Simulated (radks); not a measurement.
# Excited configurations of Yb³⁺

Aim: excitation energies and quantum defects of the outer electron of Yb³⁺, by total-energy differences.

The numbers are computed with radks (a radial shooting solver on a logarithmic mesh, Libxc functionals) version 1 (non-relativistic Kohn-Sham, PBE, spin-polarised, spherical densities, point nucleus; open shells are filled with parallel spins first), except any that are marked as measured or tabulated.

## Step 1: The atom as given

* element: ytterbium (Z = 70)
* charge: +3
* electrons: 67
* configuration: [Xe] 4f13

The outer shells:

Yb³⁺
```
[Xe] core
4f [↑↓][↑↓][↑↓][↑↓][↑↓][↑↓][↑ ]
```

## Step 2: Ground configuration: [Xe] 4f13

Input:

```text
Z 70
configuration [Xe] 4f13
relativity non-relativistic
functional pbe,pbe
spin polarised
nucleus point
```

## Step 3: The ion: [Xe] 4f12

Input:

```text
Z 70
configuration [Xe] 4f12
relativity non-relativistic
functional pbe,pbe
spin polarised
nucleus point
```

## Step 4: Outer electron in 5d: [Xe] 4f12 5d1

Input:

```text
Z 70
configuration [Xe] 4f12 5d1
relativity non-relativistic
functional pbe,pbe
spin polarised
nucleus point
```

## Step 5: Outer electron in 5f: [Xe] 4f12 5f1

Input:

```text
Z 70
configuration [Xe] 4f12 5f1
relativity non-relativistic
functional pbe,pbe
spin polarised
nucleus point
```

## Step 6: Outer electron in 6s: [Xe] 4f12 6s1

Input:

```text
Z 70
configuration [Xe] 4f12 6s1
relativity non-relativistic
functional pbe,pbe
spin polarised
nucleus point
```

## Step 7: Outer electron in 6p: [Xe] 4f12 6p1

Input:

```text
Z 70
configuration [Xe] 4f12 6p1
relativity non-relativistic
functional pbe,pbe
spin polarised
nucleus point
```

## Step 8: Outer electron in 6d: [Xe] 4f12 6d1

Input:

```text
Z 70
configuration [Xe] 4f12 6d1
relativity non-relativistic
functional pbe,pbe
spin polarised
nucleus point
```

## Step 9: Outer electron in 6f: [Xe] 4f12 6f1

Input:

```text
Z 70
configuration [Xe] 4f12 6f1
relativity non-relativistic
functional pbe,pbe
spin polarised
nucleus point
```

## Step 10: Outer electron in 7s: [Xe] 4f12 7s1

Input:

```text
Z 70
configuration [Xe] 4f12 7s1
relativity non-relativistic
functional pbe,pbe
spin polarised
nucleus point
```

## Step 11: Outer electron in 7p: [Xe] 4f12 7p1

Input:

```text
Z 70
configuration [Xe] 4f12 7p1
relativity non-relativistic
functional pbe,pbe
spin polarised
nucleus point
```

## Step 12: Outer electron in 7d: [Xe] 4f12 7d1

Input:

```text
Z 70
configuration [Xe] 4f12 7d1
relativity non-relativistic
functional pbe,pbe
spin polarised
nucleus point
```

## Step 13: Outer electron in 7f: [Xe] 4f12 7f1

Input:

```text
Z 70
configuration [Xe] 4f12 7f1
relativity non-relativistic
functional pbe,pbe
spin polarised
nucleus point
```

Q: Predict the outcome of this session. Wanted: for each run, outer orbital; excitation; binding; n*; quantum defect; <r>.

As calculated:

```
outer orbital  excitation (eV)  binding (eV)     n*  quantum defect  <r> (bohr)
           5d           17.369        33.862  2.535           2.465       1.924
           5f           36.696        14.535  3.870           1.130       4.097
           6s           22.170        29.061  2.737           3.263       2.954
           6p           27.371        23.860  3.021           2.979       3.368
           6d           34.758        16.473  3.635           2.365       4.460
           6f           41.556         9.675  4.744           1.256       7.143
           7s           35.442        15.789  3.713           3.287       5.377
           7p           37.566        13.665  3.991           3.009       5.990
           7d           40.953        10.278  4.602           2.398       7.524
           7f           44.457         6.774  5.669           1.331       10.93
```

**Reading.** Binding is E(ion) − E, and n* = 4/√(2·binding) in atomic units. The Δ-SCF energy to the ion that was run is 51.231 eV (NIST's first ionisation energy, to the ion's ground state: 43.61 eV, semi-empirical). Mean quantum defects: d 2.41, f 1.24, s 3.27, p 2.99. They fall with l, since high-l orbitals stay out of the core. Self-interaction in the functional shifts them, so they are the method's values and not measured ones. Relativity is left out here, which matters for elements this heavy. Open shells are spherical and high-spin; term and fine-structure splittings are not resolved.
